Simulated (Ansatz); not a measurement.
# EuSbO3, space group Pm-3m: a scan of the Hubbard U

Computed with Ansatz 0.2.0 through its Python package.

`run_plus_u.py`
```python
# -*- coding: utf-8 -*-
"""How the states of EuSbO3 follow the Hubbard U."""

import warnings

import ansatz as az
import numpy as np


def count_gap(report):
    # lowest empty less highest filled band, counting bands; zero where they overlap
    return max(report.get("gap_by_band_count_ev") or 0.0, 0.0)

warnings.simplefilter("ignore", az.DeckWarning)

system = (
    az.Lattice.of((4.218665, 0.0, 0.0), (0.0, 4.218665, 0.0), (0.0, 0.0, 4.218665))
    .atom("Eu", (0.0, 0.0, 0.0))
    .atom("Sb", (0.5, 0.5, 0.5))
    .atom("O", (0.5, 0.5, 0.0))
    .atom("O", (0.5, 0.0, 0.5))
    .atom("O", (0.0, 0.5, 0.5))
    .moments(Eu=7)
)

model = (
    system.calculation()
    .kpoints(length=24)
    .occupations(az.OccupationsMethod.FERMI_DIRAC)
    .basis(550)
    .spin(az.SpinTreatment.COLLINEAR)
    .functional("lda")
    .band_table()
)
rows = []
for u in [2.0, 4.0, 6.0, 8.0]:
    report = model.hubbard("Eu", "f", u_eff=u).run(threads=1, pin="off").report
    shell = report["hubbard"]["n_scf"]
    rows.append((u, count_gap(report), sum(shell) / len(shell), max(abs(m) for m in report["site_moments_mub"]), report["n_iterations"]))
print("      U_eff eV  gap by band count eV  Eu f occupation (projector)  largest moment muB      iterations")
for row in rows:
    print(f"{str(row[0]):>14s}  {row[1]:20.3f}  {row[2]:27.4f}  {row[3]:18.3f}  {row[4]:14d}")
```

Running `python run_plus_u.py` prints:
```text
      U_eff eV  gap by band count eV  Eu f occupation (projector)  largest moment muB      iterations
           2.0                 0.000                       6.9735               6.859              16
           4.0                 0.000                       7.0034               6.888              15
           6.0                 0.000                       7.0054               6.893              15
           8.0                 0.000                       7.0057               6.896              13
```

From U = 2 to 8 eV the largest site moment goes from 6.86 to 6.90 μB.

Open f shells: with a Hubbard U, without spin-orbit coupling; the state reached hangs on the start and needn't be the lowest. The mesh is modest for a metal, so energies can be off by several to tens of meV an atom and pressures by half a GPa or more; differences at equal mesh fare better. A gap by band count of zero or less means overlapping bands, a metal. The structure comes from a database of computed cells and needn't be a stable or known phase. Levels are Kohn-Sham eigenvalues on this mesh, without spin-orbit coupling. Shell occupations and the effect of U depend on the projectors; a run with no .spin step is spin-unpolarised, and each U may end in a state that isn't the lowest. The script silences the warnings on its input, which a real study should read. The whole script took 2.1 min on 1 thread of Arm Neoverse V1, on a shared host, peak memory 0.56 GiB.

(A comment or docstring line of the script was reworded after the run, the code is as it ran.)
